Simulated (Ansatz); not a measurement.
**C₂H₇BrO₂Si: one species, many methods**

One table from this session's results is given with a row withheld; the runs are named, their logs left out.

Computed with Ansatz 0.2.0, Gaussian basis. Level: functionals in def2-TZVPP, the program's frozen cores in correlated methods.

Plan: PBE-D4, r2SCAN-D4, PBE0-D4, B3LYP-D4, ωB97X-V, ωB97M-V, B2PLYP; CCSD(T)/def2-TZVPP; MP2/def2-QZVPP; extrapolation to the limit.

### The geometry

All runs share one geometry, relaxed beforehand with PBE0-D4 in a triple-zeta def2 set.

SMILES `CO[SiH](Br)OC`, 13 atoms, charge 0, spin multiplicity 1.

Atoms are counted from 1 here; the program's logs count them from 0.

Bond lengths: C1–O2 1.411 Å, C1–H7 1.095 Å, C1–H8 1.094 Å, C1–H9 1.090 Å, O2–Si3 1.616 Å, Si3–Br4 2.230 Å, Si3–O5 1.616 Å, Si3–H10 1.480 Å, O5–C6 1.411 Å, C6–H11 1.094 Å, C6–H12 1.090 Å, C6–H13 1.095 Å. Angles: O2–C1–H7 111.5°, O2–C1–H8 111.0°, O2–C1–H9 107.8°, H7–C1–H8 108.9°, H7–C1–H9 108.7°, H8–C1–H9 108.9°, C1–O2–Si3 125.6°, O2–Si3–Br4 110.4°, O2–Si3–O5 105.6°, O2–Si3–H10 112.5°, Br4–Si3–O5 110.4°, Br4–Si3–H10 105.5°, O5–Si3–H10 112.5°, Si3–O5–C6 125.5°, O5–C6–H11 111.0°, O5–C6–H12 107.8°, O5–C6–H13 111.5°, H11–C6–H12 108.9° and more.

Coordinates:

```xyz
13
C2H7BrO2Si
C     1.2092   -0.8936   -2.1806
O     0.7676   -0.9285   -0.8405
Si    0.0562    0.2907   -0.0536
Br   -1.7652    0.9660   -1.1493
O    -0.3456   -0.3013    1.3954
C    -1.0671    0.3894    2.3926
H     1.9405   -0.0945   -2.3407
H     0.3695   -0.7482   -2.8664
H     1.6838   -1.8504   -2.3998
H     0.9248    1.4848    0.0440
H    -2.0770    0.6316    2.0492
H    -1.1363   -0.2612    3.2647
H    -0.5604    1.3151    2.6850
```

Set-up of the first run:

Input file in.yaml:

```yaml
crystal:
  periodic: [false, false, false]
  atoms:
    - {symbol: C, position_ang: [1.209211, -0.893642, -2.180566]}
    - {symbol: O, position_ang: [0.767622, -0.928452, -0.840494]}
    - {symbol: Si, position_ang: [0.056165, 0.290716, -0.053635]}
    - {symbol: Br, position_ang: [-1.765197, 0.965986, -1.149271]}
    - {symbol: O, position_ang: [-0.345630, -0.301293, 1.395434]}
    - {symbol: C, position_ang: [-1.067089, 0.389434, 2.392645]}
    - {symbol: H, position_ang: [1.940455, -0.094478, -2.340738]}
    - {symbol: H, position_ang: [0.369546, -0.748208, -2.866430]}
    - {symbol: H, position_ang: [1.683796, -1.850374, -2.399830]}
    - {symbol: H, position_ang: [0.924841, 1.484836, 0.044003]}
    - {symbol: H, position_ang: [-2.077025, 0.631644, 2.049178]}
    - {symbol: H, position_ang: [-1.136288, -0.261249, 3.264695]}
    - {symbol: H, position_ang: [-0.560407, 1.315092, 2.684998]}
basis:
  gaussian: {orbitals: def2-TZVPP}
hamiltonian: {xc: pbe, dispersion: d4}
output: {forces: true, orbitals: {seedname: orbitals}}
```

Command:

```bash
> ansatz run in.yaml --threads 2 --pin off --events-out ev --progress --plain --max-ram 32768MiB --backend cuda --devices 0, --max-vram 18GiB
```

Among the steps run: PBE-D4 (GGA); r2SCAN-D4 (meta-GGA); PBE0-D4 (hybrid); B3LYP-D4 (hybrid); ωB97X-V (range-separated); ωB97M-V (range-separated); B2PLYP (double hybrid); CCSD(T) in def2-TZVPP; MP2 in def2-QZVPP.

One table of the session follows, with a row left open; its other results are not shown here.

```
            method  atomisation energy (kJ/mol)
            PBE-D4                       4982.0
         r2SCAN-D4                       4927.3
           PBE0-D4                       4898.9
          B3LYP-D4                       4899.6
           ωB97X-V                       4925.3
           ωB97M-V                       4923.2
            B2PLYP                            ?
     HF/def2-TZVPP                       3591.8
    MP2/def2-TZVPP                       4888.9
   CCSD/def2-TZVPP                       4723.5
CCSD(T)/def2-TZVPP                       4793.1
           MP2/CBS                       5028.7
       CCSD(T)/CBS                       4932.8
```

Estimate the missing values for B2PLYP.

The run gave: atomisation energy (kJ/mol): 4856.1. In the column «atomisation energy (kJ/mol)» it lies between CCSD(T)/def2-TZVPP (4793.1) and MP2/def2-TZVPP (4888.9).
